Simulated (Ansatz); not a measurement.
# Li+ with CH₃F: structure and interaction energy

The task here is to estimate one member of a computed series from the others.

The runs use Ansatz 0.2.0, Gaussian basis; PBE0-D4 structure, single points in def2-TZVPPD.

Levels: PBE-D4, revPBE-D4, BLYP-D4, r2SCAN-D4, B97M-V, PBE0-D4, B3LYP-D4, HSE06-D4, wB97X-V, wB97M-V, B2PLYP, Hartree-Fock, MP2, CCSD, CCSD(T). The reference is CCSD(T) extrapolated to the basis limit.

Cores are frozen in the correlated methods. The outer core shell of Li, Na, Mg and K is correlated. B3LYP uses VWN-RPA correlation. B2PLYP carries no dispersion term here.

163 further runs of the same task are left out: 163 set aside as unsound or not needed.

## The system as given

The pair, from a GFN2-xTB docking trial: 6 atoms, charge 1, spin multiplicity 1.

Atoms are counted from 1 here; the program's logs count them from 0.

Bond lengths: Li1–F3 1.718 Å, C2–F3 1.424 Å, C2–H4 1.089 Å, C2–H5 1.088 Å, C2–H6 1.088 Å. Angles: F3–C2–H4 107.4°, F3–C2–H5 106.8°, F3–C2–H6 106.1°, H4–C2–H5 112.0°, H4–C2–H6 112.1°, H5–C2–H6 111.9°, Li1–F3–C2 177.3°.

Coordinates:

```xyz
6
charge 1, multiplicity 1
Li    0.1754   -0.0553   -2.5308
C    -0.0417    0.0132    0.6024
F     0.0881   -0.0379   -0.8150
H     0.9633    0.0324    1.0203
H    -0.5907   -0.8772    0.9006
H    -0.5944    0.9247    0.8225
```

Atoms 1 to 1 are fragment A (Li+), the rest fragment B (CH₃F).

The first run:

pre/in.yaml reads:

```yaml
crystal:
  periodic: [false, false, false]
  atoms:
    - {symbol: Li, position_ang: [0.175400, -0.055300, -2.530800]}
    - {symbol: C, position_ang: [-0.041700, 0.013200, 0.602400]}
    - {symbol: F, position_ang: [0.088100, -0.037900, -0.815000]}
    - {symbol: H, position_ang: [0.963300, 0.032400, 1.020300]}
    - {symbol: H, position_ang: [-0.590700, -0.877200, 0.900600]}
    - {symbol: H, position_ang: [-0.594400, 0.924700, 0.822500]}
basis:
  gaussian: {orbitals: def2-SVP}
total_charge: 1
hamiltonian: {xc: pbe, dispersion: d4}
relax: {f_tol: 0.03, max_steps: 250}
```

Launch:

```sh
> ansatz run in.yaml --threads 2 --pin off --events-out ev --progress --plain --max-ram 5222MiB
```

Among the steps run: A first relaxation in a small basis; Relaxation at PBE0-D4; wB97X-V/def2-TZVPPD; wB97M-V/def2-TZVPPD; B2PLYP/def2-TZVPPD; B97M-V/def2-TZVPPD; CCSD(T)/def2-TZVPPD; Vibrations of the pair.

One table of the session follows, with a row left open; its other results are not shown here.

| method | interaction (kJ/mol) |
| --- | --- |
| PBE-D4 | -122.98 |
| revPBE-D4 | -118.85 |
| BLYP-D4 | -127.27 |
| r2SCAN-D4 | -120.24 |
| B97M-V | -122.51 |
| PBE0-D4 | -127.76 |
| B3LYP-D4 | -131.92 |
| HSE06-D4 | -127.61 |
| wB97X-V | -126.50 |
| wB97M-V | -126.94 |
| B2PLYP | -129.21 |
| Hartree-Fock | ? |
| MP2 | -122.29 |
| CCSD | -124.76 |
| CCSD(T) | -122.41 |
| CCSD(T)/CBS | -126.85 |

Q: Estimate the row for Hartree-Fock from the others.

The run gave: interaction (kJ/mol): -136.95. In the column «interaction (kJ/mol)» it is the lowest.
